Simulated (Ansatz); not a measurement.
# AlHO2 (SMILES [O]=[Al][OH]): FCI/STO-3G

Aim: the electronic atomisation energy of AlHO2 at FCI/STO-3G, from 4 runs. 

The calculation is run with Ansatz 0.2.0.

62 further runs of the same task are left out: 8 that didn't finish, 54 set aside as unsound or not needed.

### 1 The structure to begin with

AlHO2 has 4 atoms, charge 0, and is taken as a singlet. SMILES: `[O]=[Al][OH]`. The shape comes from GFN2-xTB, which is rough for such elements, and wasn't checked as a minimum.

Bond lengths: O1–Al2 1.572 Å, Al2–O3 1.628 Å, O3–H4 0.949 Å. Angles: O1–Al2–O3 180.0°, Al2–O3–H4 179.6°.

### 2 A single-point energy at FCI/STO-3G

File job.yaml:

```yaml
crystal:
  periodic: [false, false, false]
  atoms:
    - {symbol: O, position_ang: [-1.605830, -1.403740, -0.651200]}
    - {symbol: Al, position_ang: [-0.474020, -0.415070, -0.191330]}
    - {symbol: O, position_ang: [0.698750, 0.609040, 0.285100]}
    - {symbol: H, position_ang: [1.381100, 1.209770, 0.557430]}
basis:
  gaussian:
    orbitals: STO-3G
correlation:
  method: fci
  frozen_orbitals: {Al: 5, H: 0, O: 1}
accuracy: high
```

Launch:

```sh
$ ansatz run job.yaml --threads 1 --pin off --max-ram 2610MiB --events-out events.jsonl --progress --plain --runs-dir runs
```

Output:

```text
Warning: RAYON_NUM_THREADS=1 ignored (pool sized by the plan → 1); use --threads N
Functional definition: HF
  name "HF"
  exchange = exact_x
  correlation = 0
342 factors; integrals over basis functions are off by at most 1.7e-8 eV
mean field evaluation 1: about -10529.5082 eV, gradient 3.8e1 eV
mean field evaluation 2: about -10529.5325 eV, gradient 3.8e1 eV
mean field evaluation 4: about -10535.8033 eV, gradient 3.7e0 eV
mean field evaluation 8: about -10535.8704 eV, gradient 2.2e-1 eV
mean field -10535.87129175 eV, -387.1861285018 hartree, gradient 2.5e-8 eV, S^2 0.000000; 0 other end points of the search recorded, 0 dependent functions left out
7 core orbitals not correlated: weight in the atoms' cores, before any rotation towards them, 1.000 or more for the frozen orbitals, at most 0.000 for the correlated occupied ones
reference -10535.87129175 eV, -387.1861285018 hartree; 8, 8 occupied and 5, 5 virtual orbitals, 342 factors
state -10540.21371440 eV, -387.3457095907 hartree
Total energy: -10540.21371440 eV, -387.3457095907 hartree
```

It took 6.9 s on 1 thread of Intel Xeon 6975P-C (Granite Rapids), shared host; peak memory 0.2 GiB.

### 3 The Al atom, same level

File input.yaml:

```yaml
crystal:
  periodic: [false, false, false]
  atoms:
    - {symbol: Al, position_ang: [0.000000, 0.000000, 0.000000]}
basis:
  gaussian:
    orbitals: STO-3G
magnetization:
  spin_polarized: true
  initial_magnetization: 1
accuracy: high
correlation:
  method: fci
  frozen_orbitals: {Al: 5}
```

Run the same way, it converges to -238.88392 Eh (log not shown).

### 4 The H atom: the energy at UHF/STO-3G

File run.yaml:

```yaml
crystal:
  periodic: [false, false, false]
  atoms:
    - symbol: H
      position_ang: [0.000000, 0.000000, 0.000000]
basis:
  gaussian:
    orbitals: STO-3G
total_charge: 0
magnetization:
  spin_polarized: true
  initial_magnetization: 1
hamiltonian:
  xc: hf
accuracy: high
```

Run the same way, it converges to -0.46658 Eh (log not shown).

### 5 The O atom at the same level

File molecule.yaml:

```yaml
crystal:
  periodic: [false, false, false]
  atoms:
    - {symbol: O, position_ang: [0.000000, 0.000000, 0.000000]}
basis:
  gaussian:
    orbitals: STO-3G
magnetization:
  spin_polarized: true
  initial_magnetization: 2
correlation:
  method: fci
  frozen_orbitals: {O: 1}
accuracy: high
```

Run the same way, it converges to -73.80415 Eh (log not shown).

### 6 What came out

At FCI/STO-3G, 7 core orbitals frozen:

| quantity | value |
| --- | --- |
| molecule: total energy | -387.34571 Eh |
| molecule: correlation energy (7 core orbitals frozen) | -159.6 mEh |
| Al atom: total energy | -238.88392 Eh |
| Al atom: correlation energy (5 core orbitals frozen) | -25.6 mEh |
| H atom: total energy | -0.46658 Eh |
| H atom: ⟨S²⟩ | 0.750 |
| O atom: total energy | -73.80415 Eh |
| O atom: correlation energy (1 core orbital frozen) | 0.0 mEh |
| electronic atomisation energy | 10.528 eV |

What this shows: Taking the molecule apart into free atoms costs 10.53 eV (1016 kJ/mol), before zero-point energy and without spin-orbit coupling. In a minimal basis such a difference can be off by several eV, whatever the method.
